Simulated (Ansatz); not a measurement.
**Hf2Sc3N: what a guessed cell relaxes into**

Where does this trial cell of Hf2Sc3N go when cell and atoms are let free?

Computed with Ansatz 0.2.0 (DFT PBE, scalar-relativistic, plane waves, PAW, unless a step's input says otherwise).

## 1. The system as given

It takes space group P6/mmm (No. 191, hexagonal). Conventional cell: a = 4.134 Å, b = 4.134 Å, c = 6.799 Å, α = 90.00°, β = 90.00°, γ = 120.00°. Hf (site symmetry 6mm) has 1 N at 1.41 Å in its first shell of neighbours. Around Sc (site symmetry -6m2) lie 6 Sc at 2.39 Å. Around Sc (site symmetry 6/mmm) lie 2 Hf at 1.99 Å. Around N (site symmetry 6/mmm) lie 2 Hf at 1.41 Å.

As a file:

```xyz
6
Lattice="4.1336 0.0000 0.0000 -2.0668 3.5798 0.0000 0.0000 0.0000 6.7990" Properties=species:S:1:pos:R:3 pbc="T T T"
Hf    0.0000    0.0000    5.3878
Hf    0.0000    0.0000    1.4113
Sc    0.0000    2.3865    3.3995
Sc    2.0668    1.1933    3.3995
Sc    0.0000    0.0000    3.3995
N     0.0000    0.0000    0.0000
```

The cell is invented: random cell by space group and Wyckoff sites (P6/mmm, No. 191). Lengths come from tabulated atomic sizes and are only a guess.

## 2. A first look at the guess

Input file input.yaml:

```yaml
crystal:
  lattice:
    - [4.13362317, 0.0, 0.0]
    - [-2.06681158, 3.57982267, 0.0]
    - [0.0, 0.0, 6.79904511]
  atoms:
    - { symbol: Hf, position: [0.0, 0.0, 0.79242776] }
    - { symbol: Hf, position: [0.0, 0.0, 0.20757224] }
    - { symbol: Sc, position: [0.33333333, 0.66666667, 0.5] }
    - { symbol: Sc, position: [0.66666667, 0.33333333, 0.5] }
    - { symbol: Sc, position: [0.0, 0.0, 0.5] }
    - { symbol: "N", position: [0.0, 0.0, 0.0] }
basis:
  ecutwfc: 420
kpoints:
  mp_grid: { grid: [6, 6, 4] }
hamiltonian:
  xc: pbe
scf:
  occupations: { method: gaussian, width: 0.1 }
  lower_state_search: "off"
output:
  forces: true
  stress: true
  eigenvalues: true
```

The run is started by

```sh
> ansatz run input.yaml --threads 1 --pin off --max-ram 2560MiB --backend cpu --events-out ev --progress --plain --runs-dir out
```

Further runs follow: coarse relaxation; spin check on a coarse mesh; final relaxation.

**Question.** What will these runs give? Wanted: conventional cell; volume; energy over the elements; gap on the mesh.

The runs gave:

| quantity | value |
| --- | --- |
| symmetry at the end (tolerance 0.05 Å) | space group P6/mmm (No. 191) |
| conventional cell | a = 5.110 Å, b = 5.110 Å, c = 8.953 Å, α = 90.00°, β = 90.00°, γ = 120.00° |
| volume | 33.74 Å³/atom |
| energy over the elements (uncorrected; H, N, O, F and Cl as molecules) | +0.94 eV/atom |
| gap on the mesh | none (metal) |

The space group P6/mmm (No. 191) is kept, and the volume per atom grows by 101.2 % from the first guess. The formation energy is positive, so the separate elements lie lower. No finished test with a distortion of lower symmetry is shown, so the end may be a saddle point. Spin-orbit coupling is left out for Hf. Where forces pass 15 eV/Å atoms stand far too close, the PAW spheres overlap strongly and those numbers are rough. Other magnetic orders were not searched.
